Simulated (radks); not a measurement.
**K¹¹⁺ in [He] 2s2 2p4: an all-electron calculation**

The task here is to estimate one member of a computed series from the others.

Program: radks (a radial shooting solver on a logarithmic mesh, Libxc functionals) version 1. Level of theory: Dirac Kohn-Sham, B86b exchange with PBE correlation, spin-unpolarised, spherical densities, finite nucleus; open shells are shared between the two j in proportion to 2j + 1. These are calculated values, not measurements, unless marked.

**The system**

* element: potassium (Z = 19)
* charge: +11
* electrons: 8
* configuration: [He] 2s2 2p4
* nuclear rms radius: 3.4349 fm

Outer shells as boxes (Hund's rule):

K¹¹⁺
```
[He] core
2s [↑↓]
2p [↑↓][↑ ][↑ ]
```

Set-up of the first run:

Input:

```text
Z 19
configuration [He] 2s2 2p4 3s0 3p0
relativity Dirac
functional b86_mgc,pbe
spin unpolarised
j_filling average
nucleus finite rms 3.4349 fm
c 137.035999084
```

Launch:

```bash
python run_ks.py task.json out
```

This one command runs every case of the session in turn.

One of the session's tables, all rows but one given; the rest of the session is left out.

It belongs to the step «Radial structure». Radial density 4πr²ρ:

| r (bohr) | 4πr²ρ (e/bohr) |
| --- | --- |
| 0.00331 | 0.5867 |
| 0.00463 | 1.085 |
| 0.00648 | 1.968 |
| 0.00899 | 3.425 |
| 0.0126 | 5.812 |
| 0.0176 | 9.343 |
| 0.0246 | 13.92 |
| 0.0345 | 18.69 |
| 0.0483 | 21.76 |
| 0.0675 | 21.05 |
| 0.0938 | 16.91 |
| 0.131 | ? |
| 0.184 | 14.38 |
| 0.257 | 17.40 |
| 0.359 | 14.63 |
| 0.503 | 6.691 |
| 0.704 | 1.351 |
| 0.977 | 0.09747 |

Q: Estimate the row for r (bohr) = 0.131 from the others.

Worked estimate for «4πr²ρ (e/bohr)». A straight line through the neighbours (0.0938, 16.91) and (0.184, 14.38) gives 16.91 + (14.38 − 16.91) × (0.131 − 0.0938) / (0.184 − 0.0938) = 15.87; a parabola fitted to 4 rows on both sides gives 15.08.

As computed: 4πr²ρ (e/bohr): 13.24. In «4πr²ρ (e/bohr)» the line misses by +2.63 and the parabola by +1.84. Between these rows the values bend or scatter more than so simple an estimate can follow.

Limits of these values: Spin polarisation and multiplet splitting are left out.
